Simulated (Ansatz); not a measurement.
# C₃H₉AlO: one species, many methods

An exercise on one series of results from a longer session: the logs are not shown, and one member is left open.

The runs use Ansatz 0.2.0, Gaussian basis; functionals in def2-TZVPP, the program's frozen cores in correlated methods.

Levels to be run: PBE-D4, r2SCAN-D4, PBE0-D4, B3LYP-D4, ωB97X-V, ωB97M-V, B2PLYP; CCSD(T)/def2-TZVPP; MP2/def2-QZVPP; extrapolation to the limit.

## The geometry

All runs share one geometry, relaxed beforehand with PBE0-D4 in a triple-zeta def2 set.

14 atoms, charge 0, spin multiplicity 1.

Atoms are counted from 1 here; the program's logs count them from 0.

Bond lengths: C1–C2 1.505 Å, C1–H6 1.092 Å, C1–H7 1.094 Å, C1–H8 1.092 Å, C2–O3 1.500 Å, C2–C4 1.513 Å, C2–H9 1.094 Å, O3–Al5 1.984 Å, O3–H10 0.962 Å, C4–Al5 2.001 Å, C4–H11 1.092 Å, C4–H12 1.090 Å, Al5–H13 1.600 Å, Al5–H14 1.593 Å. Angles: C2–C1–H6 109.1°, C2–C1–H7 112.3°, C2–C1–H8 110.1°, H6–C1–H7 108.2°, H6–C1–H8 108.3°, H7–C1–H8 108.7°, C1–C2–O3 108.4°, C1–C2–C4 117.6°, C1–C2–H9 111.0°, O3–C2–C4 102.0°, O3–C2–H9 105.9°, C4–C2–H9 111.0°, C2–O3–Al5 91.9°, C2–O3–H10 113.2°, Al5–O3–H10 128.9°, C2–C4–Al5 90.9°, C2–C4–H11 111.5°, C2–C4–H12 112.1° and more.

The first run:

File in.yaml:

```yaml
crystal:
  periodic: [false, false, false]
  atoms:
    - {symbol: C, position_ang: [-1.580700, 0.172289, 0.886414]}
    - {symbol: C, position_ang: [-0.459700, 0.365464, -0.099684]}
    - {symbol: O, position_ang: [0.780771, 0.729373, 0.660870]}
    - {symbol: C, position_ang: [-0.002098, -0.843454, -0.885596]}
    - {symbol: Al, position_ang: [1.912668, -0.396011, -0.517018]}
    - {symbol: H, position_ang: [-2.493135, -0.085303, 0.344174]}
    - {symbol: H, position_ang: [-1.775655, 1.073336, 1.474569]}
    - {symbol: H, position_ang: [-1.344168, -0.646971, 1.568349]}
    - {symbol: H, position_ang: [-0.662449, 1.210684, -0.763779]}
    - {symbol: H, position_ang: [0.850241, 1.670460, 0.845476]}
    - {symbol: H, position_ang: [-0.356925, -1.772194, -0.433652]}
    - {symbol: H, position_ang: [-0.333893, -0.807035, -1.922772]}
    - {symbol: H, position_ang: [2.621912, 0.639417, -1.510081]}
    - {symbol: H, position_ang: [2.830231, -1.339255, 0.381530]}
basis:
  gaussian: {orbitals: def2-TZVPP}
hamiltonian: {xc: pbe, dispersion: d4}
output: {forces: true, orbitals: {seedname: orbitals}}
```

Launch:

```
$ ansatz run in.yaml --threads 4 --pin off --events-out ev --progress --plain --max-ram 10444MiB
```

Steps of the session up to this table: PBE-D4 (GGA); r2SCAN-D4 (meta-GGA); PBE0-D4 (hybrid); B3LYP-D4 (hybrid); ωB97X-V (range-separated); ωB97M-V (range-separated); B2PLYP (double hybrid); CCSD(T) in def2-TZVPP; MP2 in def2-QZVPP.

One table of the session follows, with a row left open; its other results are not shown here.

```
            method  atomisation energy (kcal/mol)
            PBE-D4                         1235.7
         r2SCAN-D4                         1223.8
           PBE0-D4                         1220.8
          B3LYP-D4                         1218.7
           ωB97X-V                         1223.8
           ωB97M-V                         1224.7
            B2PLYP                         1206.7
     HF/def2-TZVPP                          906.9
    MP2/def2-TZVPP                         1206.5
   CCSD/def2-TZVPP                              ?
CCSD(T)/def2-TZVPP                         1194.3
           MP2/CBS                         1234.5
       CCSD(T)/CBS                         1222.3
```

**Question.** Estimate the row for CCSD/def2-TZVPP.

The run gave: atomisation energy (kcal/mol): 1179.4. In the column «atomisation energy (kcal/mol)» it lies between HF/def2-TZVPP (906.9) and CCSD(T)/def2-TZVPP (1194.3).

Limits of these values: Free atoms (3 C, 1 O, 1 Al, 9 H) were run apart at each level; the atomisation energy is their sum less the molecule, without zero-point or spin-orbit terms.
